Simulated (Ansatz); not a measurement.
**Cl3GeH3Si: a ladder of functionals and wavefunction methods**

An exercise on one series of results from a longer session: the logs are not shown, and one member is left open.

Computed with Ansatz 0.2.0, Gaussian basis. Level: functionals in def2-TZVPP, the program's frozen cores in correlated methods.

Plan: LDA (SPW92), PBE-D4, revPBE-D4, BLYP-D4, r2SCAN-D4, B97M-V, PBE0-D4, B3LYP-D4, r2SCANh-D4, r2SCAN0-D4, HSE06-D4, BHLYP-D4, CAM-B3LYP-D4, LC-ωPBE, ωB97X-V, ωB97M-V, B2PLYP, PBE-QIDH; CCSD(T)/def2-SVP; CCSD(T)/def2-TZVPP; MP2/def2-QZVPP; extrapolation to the limit; RPA on PBE.

## The geometry

An earlier PBE0-D4 in a triple-zeta def2 set relaxation fixed the geometry.

SMILES `[SiH3][Ge]([Cl])([Cl])[Cl]`, 8 atoms, charge 0, spin multiplicity 1.

Atoms are counted from 1 here; the program's logs count them from 0.

Bond lengths: Si1–Ge2 2.383 Å, Si1–H6 1.482 Å, Si1–H7 1.482 Å, Si1–H8 1.482 Å, Ge2–Cl3 2.143 Å, Ge2–Cl4 2.143 Å, Ge2–Cl5 2.143 Å. Angles: Ge2–Si1–H6 107.2°, Ge2–Si1–H7 107.3°, Ge2–Si1–H8 107.3°, H6–Si1–H7 111.5°, H6–Si1–H8 111.5°, H7–Si1–H8 111.6°, Si1–Ge2–Cl3 111.8°, Si1–Ge2–Cl4 111.9°, Si1–Ge2–Cl5 111.8°, Cl3–Ge2–Cl4 107.0°, Cl3–Ge2–Cl5 107.0°, Cl4–Ge2–Cl5 107.0°.

The first run:

The input, in.yaml:

```yaml
crystal:
  periodic: [false, false, false]
  atoms:
    - {symbol: Si, position_ang: [-1.128741, -0.145780, 0.654149]}
    - {symbol: Ge, position_ang: [0.920759, 0.103114, -0.535538]}
    - {symbol: Cl, position_ang: [2.547165, -0.865150, 0.469787]}
    - {symbol: Cl, position_ang: [0.811585, -0.738001, -2.503605]}
    - {symbol: Cl, position_ang: [1.463928, 2.163644, -0.764568]}
    - {symbol: H, position_ang: [-0.938222, 0.466306, 1.989880]}
    - {symbol: H, position_ang: [-1.406561, -1.597533, 0.755558]}
    - {symbol: H, position_ang: [-2.177813, 0.556298, -0.121463]}
basis:
  gaussian: {orbitals: def2-TZVPP}
hamiltonian: {xc: lda}
output: {orbitals: {seedname: orbitals}}
```

Among the steps run: LDA; PBE-D4 (GGA); revPBE-D4 (GGA); BLYP-D4 (GGA); r2SCAN-D4 (meta-GGA); B97M-V (meta-GGA); PBE0-D4 (hybrid); B3LYP-D4 (hybrid); r2SCANh-D4 (hybrid); r2SCAN0-D4 (hybrid); HSE06-D4 (hybrid); BHLYP-D4 (hybrid); CAM-B3LYP-D4 (range-separated); LC-ωPBE-D4 (range-separated; the results give it without D4); ωB97X-V (range-separated); ωB97M-V (range-separated); B2PLYP (double hybrid); PBE-QIDH (double hybrid).

One table of the session follows, with a row left open; its other results are not shown here.

It belongs to the step «Frontier levels by functional». 

| functional | HOMO (eV) | LUMO (eV) | gap (eV) |
| --- | --- | --- | --- |
| LDA (SPW92) | -7.60 | -2.70 | 4.90 |
| PBE-D4 | -7.47 | -2.42 | 5.06 |
| revPBE-D4 | -7.42 | -2.31 | 5.12 |
| BLYP-D4 | -7.31 | -2.33 | 4.98 |
| r2SCAN-D4 | -7.80 | -2.16 | 5.64 |
| B97M-V | -7.92 | -2.14 | 5.78 |
| PBE0-D4 | -8.68 | -1.49 | 7.19 |
| B3LYP-D4 | -8.44 | -1.76 | 6.68 |
| r2SCANh-D4 | -8.23 | -1.83 | 6.40 |
| r2SCAN0-D4 | -8.88 | -1.34 | 7.55 |
| HSE06-D4 | -8.29 | -1.86 | 6.43 |
| BHLYP-D4 | -9.74 | -0.48 | 9.26 |
| CAM-B3LYP-D4 | -9.93 | -0.47 | 9.46 |
| LC-ωPBE | -11.24 | 0.71 | 11.95 |
| ωB97X-V | -10.91 | 0.64 | 11.55 |
| ωB97M-V | ? | ? | ? |

Estimate the missing values for ωB97M-V.

As computed: HOMO (eV): -10.69; LUMO (eV): 0.43; gap (eV): 11.12. In the column «HOMO (eV)» it lies between ωB97X-V (-10.91) and CAM-B3LYP-D4 (-9.93).
